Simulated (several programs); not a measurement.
## What each method gives for Ga4As3P (ordering on zincblende)

Ga4As3P as one 8-atom ordering (I-42m) on the zincblende lattice, relaxed with r2SCAN in Ansatz, was computed with several methods. It is tetragonal, I-42m (No. 121); a = 5.612 Å, c = 11.221 Å in the conventional setting, 22.09 Å³ an atom. P is surrounded by 4 Ga at 2.38 Å; Ga is surrounded by 1 P at 2.38 Å and 3 As at 2.44–2.46 Å; As is surrounded by 4 Ga at 2.44 Å; As is surrounded by 4 Ga at 2.46 Å. Spin-unpolarised throughout. Whether this structure exists isn't addressed.

```
CELL_PARAMETERS angstrom
-2.80589 2.80589 5.61063
2.80589 -2.80589 5.61063
2.80589 2.80589 -5.61063
ATOMIC_POSITIONS crystal
P 0.00000 0.00000 0.00000
Ga 0.63332 0.63332 0.51236
As 0.25000 0.75000 0.50000
Ga 0.87903 0.36668 0.00000
As 0.50000 0.50000 0.00000
Ga 0.12097 0.12097 0.48764
As 0.75000 0.25000 0.50000
Ga 0.36668 0.87903 0.00000
```

Gaps and times are for a single point on this cell; volume and bulk modulus come from each method's own relaxation or energy curve at fixed shape, which is too stiff where a cell has free coordinates or axes. Times are rough, from shared hosts (Arm Neoverse V2; NVIDIA H100 80GB HBM3), and each method has its own mesh and cell size. A double dagger marks a value from a curve with shape and coordinates held. PM6 (MOPAC), PM7 (MOPAC), GFN1-xTB (tblite), GFN2-xTB (tblite) treat a cluster of cells at its zone centre, which samples few k points: where these miss a band edge, the gap comes out too large for that reason alone. Gaps from k meshes are read at a limited set of points (mesh, symmetry points, PBE's band edges), so each method's own least gap may be somewhat smaller. xTB and the PM methods were fitted mostly to molecules, and can miss a solid's gap by electronvolts. Minimal bases can be far off for gaps. Times of the plane-wave rungs are withheld (a dash), since they come from other jobs, hosts and meshes; the meshes of hybrids and Hartree-Fock don't converge their gaps to the digits shown. GLLB-SC's gap includes the derivative discontinuity. d marks a direct gap, i an indirect one (no mark: not told apart), a dash a value that wasn't computed or didn't pass its checks.

```csv
method,kind,gap (eV),own volume (Å³/atom),bulk modulus (GPa),atoms computed,processor time
"light PBE (260 eV, its own mesh)",light plane-wave,0.76 d,–,–,8,4.8 s
GFN1-xTB (tblite),tight binding,0.65,–,–,cluster,5.6 s
GFN2-xTB (tblite),tight binding,2.64,–,–,cluster,5.6 s
PM6 (MOPAC),semi-empirical,3.27,–,–,cluster,8.7 s
PM7 (MOPAC),semi-empirical,5.64,24.01‡,107‡,cluster,9.5 s
PBE+SOC,semilocal,0.70 d,–,–,8,–
PBE/SZV (CP2K),small basis,1.07 d,24.05‡,67‡,8,27 s
PBE,semilocal,0.79 d,22.95,65‡,8,–
GLLB-SC (GPAW),model potential,1.45,–,–,8,43 s
PBE/DZVP (CP2K),small basis,0.77 d,23.30‡,63‡,8,75 s
r2SCAN,semilocal,1.29 d,22.09,76‡,8,–
PBE0,hybrid,2.28 d,–,–,8,–
HSE06,hybrid,1.69 d,–,–,8,–
```

Against HSE06 (1.69 eV) the nearest gap at the points sampled is that of GLLB-SC (GPAW) (-0.24 eV) and the farthest that of PM7 (MOPAC) (+3.95 eV). HSE06 is only a yardstick of convenience, and nearness to it can be luck.

Volumes against r2SCAN's: PBE +3.9 %.

Only the rows marked +SOC include spin-orbit coupling.
